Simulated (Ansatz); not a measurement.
This script makes a convergence test of the plane-wave cutoff of Al₂Au, space group Fm-3m with the Ansatz DFT code, driven from Python.

`ecut_al2au.py`
```python
"""Convergence of Al2Au with the plane-wave cutoff."""

import csv

import ansatz as az


def main() -> None:
    crystal = (
        az.Lattice.fcc(6.0)
        .space_group(225)
        .atom("Al", [0.25, 0.75, 0.75])
        .atom("Au", [0.0, 0.0, 0.0])
        .primitive()
    )

    job = (
        crystal.calculation()
        .functional(az.Functional.PBE)
        .kpoints(7)
        .occupations("cold", width=0.15)
        .scf(tolerance=1e-08)
        .stress()
    )

    rows = []
    for value in [250, 350, 450, 550]:
        r = job.basis(value).run().report
        rows.append((value, r["free_energy_ev"] / len(r["lattice"]["sites"]), r["n_iterations"], sum(r["stress_gpa"][i][i] for i in range(3)) / 3, r["n_pw"]))

    with open("ecut.csv", "w", newline="") as handle:
        writer = csv.writer(handle)
        writer.writerow(["cutoff (eV)", "F/atom (eV)", "iterations", "P (GPa)", "plane waves"])
        writer.writerows([round(v, 5) if isinstance(v, float) else v for v in row] for row in rows)

    # the last row is the reference
    for row in rows[:-1]:
        shift = 1000 * (row[1] - rows[-1][1])
        print(f"{row[0]}: {shift:+.2f} meV/atom" + ("  (within 1 meV)" if abs(shift) < 1 else ""))


if __name__ == "__main__":
    main()
```

How fast does the energy converge with the cutoff (threshold 1 meV an atom)?

From 450 eV on it stays within 1 meV an atom of the value at 550 eV; the first row (250 eV) is off by 549.8 meV and the last but one by 0.41 meV. The energy falls steadily, as expected when plane waves are added. The pressure moves from 4.26 to 3.40 GPa (the program's stress holds a Pulay correction, so it settles early).

The run itself:

```console
$ python ecut_al2au.py
DeckWarning: basis.ecutwfc = 250 eV is below the records' recommended 420 eV, and the density's cutoff is lower with it unless basis.ecutrho_ratio is high enough to keep the records' density cutoff: compare with a run at a higher cutoff
DeckWarning: output.stress: scf.convergence.dr2_threshold = 1e-8 eV is looser than the 3e-10 eV advised for a printed stress (1e-10 eV for each atom of the cell: 3). What an SCF threshold leaves in a stress goes as its square root, and in the free energy as the threshold itself, and one threshold admits the most on a [...]
DeckWarning: basis.ecutwfc = 350 eV is below the records' recommended 420 eV, and the density's cutoff is lower with it unless basis.ecutrho_ratio is high enough to keep the records' density cutoff: compare with a run at a higher cutoff
250: +549.77 meV/atom
350: +7.59 meV/atom
450: +0.41 meV/atom  (within 1 meV)
```
(Warnings from the package without file and line, shortened.)

It writes `ecut.csv`:
```csv
cutoff (eV),F/atom (eV),iterations,P (GPa),plane waves
250,-4741.3221,6,4.25736,531
350,-4741.86428,7,3.45617,821
450,-4741.87146,7,3.40703,1211
550,-4741.87187,7,3.40252,1591
```

Reading the output:
- For a metal this k-point mesh is coarse: on a finer one energies can move by several to tens of meV an atom and pressures by half a GPa or more, differences at one mesh by less.
- Pressure is positive in compression.
- Spin-orbit coupling, which matters for elements this heavy, is left out.
- The starting cell is as deposited in a crystallographic database; the results hold for this polymorph, which needn't be the stable one.
- Shifts are counted from the last row, which is itself no proven limit.
- The whole script took 2.5 s on 1 thread of INTEL(R) XEON(R) PLATINUM 8581C CPU @ 2.30GHz (Emerald Rapids), on a shared host, peak memory 0.41 GiB.

(Lines on the test bed's own set-up are left out of the output.)
